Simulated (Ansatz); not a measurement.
# AlOs: how the settings move a single-point run

Aim: see which settings change the result for AlOs, by how much, and at what cost.

Computed with Ansatz 0.2.0 (reference: DFT, PBEsol, all-electron LAPW, scalar-relativistic, unless a step's input says otherwise).

### Step 1. Starting point

Symmetry: Pm-3m, No. 221, cubic system. The conventional cell has a = 2.993 Å, b = 2.993 Å, c = 2.993 Å, α = 90.00°, β = 90.00°, γ = 90.00°. Al (site symmetry m-3m) is surrounded by 8 Os at 2.59 Å. Os (site symmetry m-3m) is surrounded by 8 Al at 2.59 Å.

Structure file:

```
Al Os
1.0
     2.99278    0.00000    0.00000
     0.00000    2.99278    0.00000
     0.00000    0.00000    2.99278
Al Os
1 1
Cartesian
  0.0000 0.0000 0.0000
  1.4964 1.4964 1.4964
```

### Step 2. Reference

input.yaml

```yaml
crystal:
  lattice:
    - [2.9927812613, 0.0, 0.0]
    - [0.0, 2.9927812613, 0.0]
    - [0.0, 0.0, 2.9927812613]
  atoms:
    - { symbol: Al, position: [0.0, 0.0, 0.0] }
    - { symbol: Os, position: [0.5, 0.5, 0.5] }
kpoints:
  mp_grid: { grid: [14, 14, 14] }
  band_path:
    path:
      - [0.0, 0.0, 0.0]
      - [0.0, 0.5, 0.0]
      - [0.5, 0.5, 0.0]
      - [0.0, 0.0, 0.0]
      - [0.5, 0.5, 0.5]
      - [0.0, 0.5, 0.0]
      - [0.5, 0.5, 0.5]
      - [0.5, 0.5, 0.0]
    npoints: 14
scf:
  occupations: { method: fermi_dirac, width: 0.05 }
hamiltonian:
  xc: pbesol
  pseudopotentials: { kind: all_electron, lapw: { basis_error: 0.0005 } }
output:
  forces: true
  stress: true
  eigenvalues: true
  populations: true
```

The run is started by

```console
> ansatz run input.yaml --threads 1 --pin off --max-ram 2048MiB --backend cpu --events-out ev --progress --plain --runs-dir out
```

### Step 3. Variant: lower_state_search full, hubbard.sites [{species: Os, l: d, u_eff: 8.0}], hubbard.double_counting fll

input.yaml: that of step 2 with these lines changed.

```diff
@@ -23,2 +23,3 @@
   occupations: { method: fermi_dirac, width: 0.05 }
+  lower_state_search: full
 hamiltonian:
@@ -26,2 +27,3 @@
   pseudopotentials: { kind: all_electron, lapw: { basis_error: 0.0005 } }
+  hubbard: { sites: [{ species: Os, l: d, u_eff: 8.0 }], double_counting: fll }
 output:
```

What does the calculation give? Wanted: for each run, ending; energy change; pressure; gap; force.

As calculated:

```csv
run,ending,energy change,pressure (GPa),gap (eV),force (eV/Å),cycles,time
reference,converged,0,-0.1,0.00,0.00,10,31 s
"1: lower_state_search full, hubbard.sites [{species: Os, l: d, u_eff: 8.0}], hubbard.double_counting fll",converged,+3.64 eV/atom (Hubbard term changed: no physical gain or loss),-3.3,0.00,0.00,11,76 s
```

Residual by cycle in the longest SCF loop of each run; runs are numbered as in the table. The quantity is the density residual dr2, in eV.

```csv
cycle,reference,run 1
1,0.078,0.215
2,0.113,0.282
3,0.0346,0.0276
4,0.0123,0.035
5,0.00163,0.00673
6,8.6e-5,4.5e-4
7,1.8e-5,1.8e-4
8,9.3e-7,1.6e-5
9,1.1e-7,5.7e-7
10,1.2e-9,4.2e-8
11,-,2.0e-9
```

**Reading.** Changing the search for lower states, Hubbard U and double counting of the Hubbard term moves the energy by +3.64 eV/atom, and the pressure goes from -0.1 to -3.3 GPa. The U term adds an energy of its own, so the shift says nothing about which run is better. Cost: 11 SCF cycles against 10, 76 s against 31 s. A changed U is a change of model: its shifts are not errors of convergence.
